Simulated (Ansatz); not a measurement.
## BF2I, SMILES FB(F)I: harmonic frequencies at the relaxed geometry

Run with the Ansatz DFT code, driven from Python.

Script `freq_bf2i.py`:
```python
"""Vibrations of BF2I."""

import ansatz
from ase import Atoms
from ase.thermochemistry import IdealGasThermo
import numpy as np

params = {
    "basis_set": "def2-SVP",
    "xc": "r2scan",
}


def main() -> None:
    geometry_ang = [
        ("F", (0.3725, -1.5525, 0.182)),
        ("B", (-0.1141, -0.1352, 0.0916)),
        ("F", (-1.38, 0.2722, 0.7059)),
        ("I", (1.1771, 1.3552, -0.9998)),
    ]
    mol = ansatz.Crystal.molecule()
    for symbol, xyz in geometry_ang:
        mol = mol.atom(symbol, xyz)

    job = (
        mol.calculation()
        .basis(gaussian=params["basis_set"])
        .functional(params["xc"])
    )
    symbols = [site.symbol for site in mol.cartesian_sites]
    start = np.array([site.position_ang for site in mol.cartesian_sites], dtype=float)
    r = job.relax(force_tolerance=0.003).run(threads=1).report
    end = np.array(r["positions_ang"])

    print("final positions (A) and the move of each atom")
    for symbol, xyz, old in zip(symbols, end, start):
        print(f"{symbol:2s} {xyz[0]:10.5f} {xyz[1]:10.5f} {xyz[2]:10.5f}   {np.linalg.norm(xyz - old):7.4f}")

    # same settings at the minimum
    minimum = ansatz.Crystal.molecule()
    for symbol, xyz in zip(symbols, end):
        minimum = minimum.atom(symbol, xyz.tolist())
    vibrating = (
        minimum.calculation()
        .basis(gaussian=params["basis_set"])
        .functional(params["xc"])
        .phonons(temperatures=(298.15, 498.15, 100))
    )
    vib = vibrating.run(threads=1).report["vibrations"]
    sums = vib["harmonic_sums"]
    modes = [m["omega_inv_cm"] for m in sums["modes_at_gamma"] if m["rigid_motion"] == "no"]
    for number, w in enumerate(modes, start=1):
        print(f"mode {number:2d} {w:9.1f} 1/cm {w / 8065.544 * 1000:8.2f} meV")
    print("imaginary modes:", sum(w < 0 for w in modes), " zero-point energy:", round(sums["zero_point_energy_ev"], 4), "eV")
    # rigid rotor and ideal gas, symmetry number taken as one
    gas = IdealGasThermo(vib_energies=[w / 8065.544 for w in modes if w > 0], geometry="linear" if len(modes) == 3 * len(symbols) - 5 else "nonlinear",
                         atoms=Atoms(symbols, positions=end), symmetrynumber=1, spin=0.0)
    print(f"H(298 K) - E = {gas.get_enthalpy(298.15, verbose=False):.4f} eV")
    print(f"S(298 K, 1 bar) = {96485.33 * gas.get_entropy(298.15, 1e5, verbose=False):.1f} J/(mol K) with symmetry number 1")


if __name__ == "__main__":
    main()
```

```console
$ python freq_bf2i.py
final positions (A) and the move of each atom
F     0.29287   -1.39916    0.18580    0.1728
B    -0.09891   -0.14967    0.09185    0.0210
F    -1.23709    0.20922    0.63894    0.1699
I     1.09863    1.27931   -0.93689    0.1260
mode  1     261.8 1/cm    32.46 meV
mode  2     306.5 1/cm    38.00 meV
mode  3     529.2 1/cm    65.61 meV
mode  4     602.3 1/cm    74.68 meV
mode  5    1194.2 1/cm   148.06 meV
mode  6    1459.3 1/cm   180.93 meV
imaginary modes: 0  zero-point energy: 0.2699 eV
H(298 K) - E = 0.4071 eV
S(298 K, 1 bar) = 301.9 J/(mol K) with symmetry number 1
```

The frequencies are harmonic and unscaled, in a modest basis. The result belongs to the one conformer reached from this start, and soft torsions count as harmonic oscillators. def2 sets replace the cores of elements past krypton by effective core potentials. The entropy takes a symmetry number of 1; a symmetric molecule's is lower by R ln(sigma). The whole script took 80 s on 1 thread of Intel(R) Xeon(R) Platinum 8259CL CPU @ 2.50GHz (Skylake/Cascade Lake), with other jobs on the host, peak memory 0.25 GiB.

(A comment or docstring line of the script was reworded after the run, the code is as it ran; lines on the test bed's own set-up are left out of the output.)
